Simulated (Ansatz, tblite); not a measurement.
# The cluster Ti₂S₃: a ladder of methods and basis sets

An exercise on one series of results from a longer session: the logs are not shown, and one member is left open.

The runs use Ansatz 0.2.0, Gaussian basis; as each input shows.

Levels to be run: GFN1-xTB, GFN2-xTB, PBE-D4/def2-TZVP, r2SCAN-D4/def2-TZVP, BLYP-D4/def2-TZVP, CAM-B3LYP-D4/def2-TZVP, B3LYP-D4/def2-TZVP, PBE-D4/def2-SVP, PBE0-D4/def2-SVP, CCSD(T)/def2-TZVP, RPA/def2-TZVP.

4 further runs of the same task are left out: 4 set aside as unsound or not needed.

## The structure

The geometry is that of the singlet, from an earlier relaxation (PBE-D4/def2-SVP). At that level it is the lowest of the isomers that a small search found.

5 atoms, charge 0, spin multiplicity 1.

Bond lengths: Ti1–S3 2.295 Å, Ti1–S4 2.295 Å, Ti1–S5 2.295 Å, Ti2–S3 2.295 Å, Ti2–S4 2.295 Å, Ti2–S5 2.295 Å. Angles: S3–Ti1–S4 97.4°, S3–Ti1–S5 97.4°, S4–Ti1–S5 97.4°, S3–Ti2–S4 97.4°, S3–Ti2–S5 97.4°, S4–Ti2–S5 97.4°, Ti1–S3–Ti2 59.7°, Ti1–S4–Ti2 59.7°, Ti1–S5–Ti2 59.7°.

As a file:

| atom | x (Å) | y (Å) | z (Å) |
| --- | --- | --- | --- |
| Ti1 | -0.5300 | -0.5808 | -0.8287 |
| Ti2 | 0.5300 | 0.5807 | 0.8287 |
| S3 | 1.6423 | -1.0859 | -0.2896 |
| S4 | -0.2664 | 1.6911 | -1.0145 |
| S5 | -1.3759 | -0.6052 | 1.3041 |

No spin-orbit coupling is included.

PBE0-D4/def2-TZVP was run before; its log isn't repeated, and its numbers join the tables.

The first run:

Tight binding, by tblite at 300 K electronic temperature and without a spin-polarisation term:

```python
tblite.interface.Calculator('GFN1-xTB', numbers, positions, charge=0, uhf=0).singlepoint()
```

Tight binding, by tblite at 300 K electronic temperature and without a spin-polarisation term:

```python
tblite.interface.Calculator('GFN2-xTB', numbers, positions, charge=0, uhf=0).singlepoint()
```

start.molden holds the orbitals of an earlier run on this state, given as this run's starting guess.

Input file in.yaml:

```yaml
crystal:
  periodic: [false, false, false]
  atoms:
    - {symbol: Ti, position_ang: [-0.530045, -0.580762, -0.828740]}
    - {symbol: Ti, position_ang: [0.530040, 0.580675, 0.828712]}
    - {symbol: S, position_ang: [1.642319, -1.085877, -0.289579]}
    - {symbol: S, position_ang: [-0.266414, 1.691131, -1.014498]}
    - {symbol: S, position_ang: [-1.375900, -0.605177, 1.304115]}
basis:
  gaussian: {orbitals: def2-TZVP, initial_orbitals: start.molden}
hamiltonian: {xc: pbe, dispersion: d4}
scf: {omitted_lower_state_checks: [starts]}
output: {forces: true, orbitals: {seedname: orbitals}}
```

On the command line:

```console
ansatz run in.yaml --threads 4 --pin off --events-out ev --progress --plain --max-ram 4787MiB
```

Among the steps run: PBE-D4/def2-TZVP; r2SCAN-D4/def2-TZVP; BLYP-D4/def2-TZVP; CAM-B3LYP-D4/def2-TZVP; B3LYP-D4/def2-TZVP; PBE-D4/def2-SVP; PBE0-D4/def2-SVP; CCSD(T)/def2-TZVP; RPA/def2-TZVP.

One of the session's tables, all rows but one given; the rest of the session is left out.

It belongs to the step «Binding energy». 

```
                 level  binding an atom (eV)
          HF/def2-TZVP                 1.413
       PBE-D4/def2-SVP                 4.525
    B3LYP-D4/def2-TZVP                     ?
      PBE0-D4/def2-SVP                 3.955
     PBE0-D4/def2-TZVP                 3.956
CAM-B3LYP-D4/def2-TZVP                 3.637
         MP2/def2-TZVP                 4.332
        CCSD/def2-TZVP                 3.330
     CCSD(T)/def2-TZVP                 3.776
```

Q: Estimate the row for B3LYP-D4/def2-TZVP from the others.

The run gave: binding an atom (eV): 3.839. In the column «binding an atom (eV)» it lies between CCSD(T)/def2-TZVP (3.776) and PBE0-D4/def2-SVP (3.955).

To keep in mind: Free atoms were run apart at each level; binding is atoms less cluster, divided by the number of atoms, without zero-point or spin-orbit terms.
